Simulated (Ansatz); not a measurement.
# SiH2O2F (SMILES O[Si](O)F) at UB3LYP/aug-cc-pVDZ

Aim: the energy change on altering one bond length of SiH2O2F at UB3LYP/aug-cc-pVDZ, from 2 runs. 

The results are computed with Ansatz 0.2.0.

38 further runs of the same task are left out: 38 set aside as unsound or not needed. Runs told in other sessions of the task aren't counted.

### Step 1. The system as given

SiH2O2F: 6 atoms, total charge 0, spin state doublet. As SMILES, `O[Si](O)F`. Geometry: relaxed at PBE0-D4/def2-TZVP. This is one conformer, not always the lowest.

Bond lengths: O1–Si2 1.630 Å, Si2–O3 1.639 Å, Si2–F4 1.594 Å, O1–H5 0.959 Å, O3–H6 0.959 Å. Angles: O1–Si2–O3 107.8°, O1–Si2–F4 105.4°, O3–Si2–F4 111.3°, Si2–O1–H5 117.1°, Si2–O3–H6 117.8°.

### Step 2. A single-point energy at UB3LYP/aug-cc-pVDZ

The input, run.yaml:

```yaml
crystal:
  periodic: [false, false, false]
  atoms:
    - symbol: O
      position_ang: [-0.887300, 1.032000, -0.626300]
    - symbol: Si
      position_ang: [0.382900, 0.026200, -0.446500]
    - symbol: O
      position_ang: [0.346300, -0.560700, 1.083400]
    - symbol: F
      position_ang: [0.159400, -1.133900, -1.516300]
    - symbol: H
      position_ang: [-1.051600, 1.658800, 0.081100]
    - symbol: H
      position_ang: [1.092300, -1.086600, 1.378500]
basis:
  gaussian: {orbitals: aug-cc-pVDZ}
output: {orbitals: {seedname: orbitals}}
hamiltonian: {xc: {name: B3LYP}}
accuracy: high
magnetization: {spin_polarized: true, initial_magnetization: 1}
```

Command:

```bash
$ ansatz run run.yaml --threads 1 --pin off --max-ram 3480MiB --events-out events.jsonl --progress --plain --runs-dir runs
```

Log:

```text
Warning: RAYON_NUM_THREADS=1 ignored (pool sized by the plan → 1); use --threads N
Functional definition: B3LYP
  name "B3LYP"
  parameter a0 = 0.2
  parameter ax = 0.72
  parameter ac = 0.81
  exchange = (1 - a0 - ax)*slater_x + ax*b88_x + a0*exact_x
  correlation = (1 - ac)*vwn_rpa_c + ac*lyp_c
2267 factors; integrals over basis functions are off by at most 3.4e-9 eV
mean field evaluation 1: about -14713.6734 eV, gradient 5.8e1 eV
mean field evaluation 2: about -14683.9393 eV, gradient 1.0e2 eV
mean field evaluation 4: about -14724.8004 eV, gradient 6.8e0 eV
mean field evaluation 8: about -14725.0361 eV, gradient 1.4e-1 eV
mean field evaluation 16: about -14725.0362 eV, gradient 8.5e-5 eV
mean field -14725.03620168 eV, -541.1350994237 hartree, gradient 3.1e-8 eV, S^2 0.751474; 0 other end points of the search recorded, 0 dependent functions left out
reference -14725.03624467 eV, -541.1351010036 hartree; 21, 20 occupied and 93, 94 virtual orbitals, 2267 factors
Total energy: -14725.03624467 eV, -541.1351010036 hartree
```

It took 31 s on 1 thread of Arm Neoverse N1, shared host; peak memory 0.53 GiB.

### Step 3. The distorted shape

The input, job.yaml:

```yaml
basis:
  gaussian:
    orbitals: aug-cc-pVDZ
crystal:
  periodic: [false, false, false]
  atoms:
    - {symbol: O, position_ang: [-0.708496, 1.960100, 0.229558]}
    - {symbol: Si, position_ang: [0.561704, 0.954300, 0.409358]}
    - {symbol: O, position_ang: [0.525104, 0.367400, 1.939258]}
    - {symbol: F, position_ang: [0.159400, -1.133900, -1.516300]}
    - {symbol: H, position_ang: [-0.872796, 2.586900, 0.936958]}
    - {symbol: H, position_ang: [1.271104, -0.158500, 2.234358]}
magnetization:
  spin_polarized: true
  initial_magnetization: 1
hamiltonian:
  xc: {name: B3LYP}
accuracy: high
output: {orbitals: {seedname: orbitals}}
```

Command:

```bash
$ ansatz run job.yaml --threads 1 --pin off --max-ram 3480MiB --events-out events.jsonl --progress --plain --runs-dir runs
```

Log, cut to the lines that bear on the results:

```text
Warning: RAYON_NUM_THREADS=1 ignored (pool sized by the plan → 1); use --threads N
[... 7 set-up lines as earlier in the session ...]
2251 factors; integrals over basis functions are off by at most 3.3e-9 eV
mean field evaluation 1: about -14706.6024 eV, gradient 6.2e1 eV
mean field evaluation 2: about -14398.3481 eV, gradient 1.5e2 eV
mean field evaluation 4: about -14713.4719 eV, gradient 4.1e1 eV
mean field evaluation 8: about -14721.3050 eV, gradient 8.7e0 eV
mean field evaluation 16: about -14721.7151 eV, gradient 3.4e-2 eV
mean field evaluation 32: about -14721.7152 eV, gradient 3.6e-6 eV
mean field -14721.71524262 eV, -541.0130564293 hartree, gradient 3.3e-8 eV, S^2 0.775602; 4 other end points of the search recorded, 0 dependent functions left out
reference -14721.71528842 eV, -541.0130581125 hartree; 21, 20 occupied and 93, 94 virtual orbitals, 2251 factors
Total energy: -14721.71528842 eV, -541.0130581125 hartree
```

Run time: 41 s. Hardware: 1 thread of Arm Neoverse N1, shared host; peak memory 0.52 GiB.

### Step 4. What came out

Level: UB3LYP/aug-cc-pVDZ.

| quantity | value |
| --- | --- |
| first shape: total energy | -541.13510 Eh |
| first shape: HOMO energy (highest over α and β) | -6.26 eV |
| first shape: LUMO energy (lowest over α and β) | -3.00 eV |
| first shape: ⟨S²⟩ | 0.751 |
| distorted shape: total energy | -541.01306 Eh |
| distorted shape: HOMO energy (highest over α and β) | -7.91 eV |
| distorted shape: LUMO energy (lowest over α and β) | -5.31 eV |
| distorted shape: ⟨S²⟩ | 0.776 |
| energy change with the Si2–F4 bond stretched from 1.594 to 2.869 Å | 3.321 eV |

With the Si2–F4 bond stretched from 1.594 to 2.869 Å the energy rises by 3.32 eV (320 kJ/mol). The first shape isn't relaxed at this level, so the change isn't measured from a minimum.
